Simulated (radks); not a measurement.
# Ta³⁺ in [Kr] 4d10 4f14 5s2 5p4 5d2 6d2: an all-electron calculation

Aim: the levels, the sizes of the orbitals and the parts of the energy of the tantalum ion Ta3+.

Method: scalar-relativistic Kohn-Sham, PBE, spin-unpolarised, spherical densities, finite nucleus. Code: radks (a radial shooting solver on a logarithmic mesh, Libxc functionals) version 1.

### Step 1. What is computed

```
element            : tantalum (Z = 73)
charge             : +3
electrons          : 70
configuration      : [Kr] 4d10 4f14 5s2 5p4 5d2 6d2
nuclear rms radius : 5.3507 fm
```

The outer shells:

Ta³⁺
```
[Kr] core
4d [↑↓][↑↓][↑↓][↑↓][↑↓]
4f [↑↓][↑↓][↑↓][↑↓][↑↓][↑↓][↑↓]
5s [↑↓]
5p [↑↓][↑ ][↑ ]
5d [↑ ][↑ ][  ][  ][  ]
6d [↑ ][↑ ][  ][  ][  ]
```

### Step 2. Self-consistent calculation

Settings of this run:

```text
Z 73
configuration [Kr] 4d10 4f14 5s2 5p4 5d2 6d2 6s0 6p0
relativity scalar-relativistic
functional pbe,pbe
spin unpolarised
nucleus finite rms 5.3507 fm
c 137.035999084
```

Launch:

```
> python run_ks.py task.json out
```

The same process makes all the runs of this session.

Q: Predict the outcome of this run.

As calculated:

```
                        quantity                value
                    total energy  -15596.0657 hartree
exchange-correlation share of it               2.01 %
                            −T/E               1.0984
          highest occupied level       6d, -16.475 eV
    most extended occupied level  6d, <r> = 3.95 bohr
 radius at density 0.001 e/bohr³            5.20 bohr
    maxima of the radial density                    5
```

6 principal shells are occupied and 5 maxima appear in the radial density; where shells overlap, one shows as a shoulder or not at all. −T/E is 1.098: with relativity the kinetic term as defined here no longer equals −E. This is not the tabulated ground configuration, so its levels and sizes aren't those of the ground state, and no measured value stands beside it.
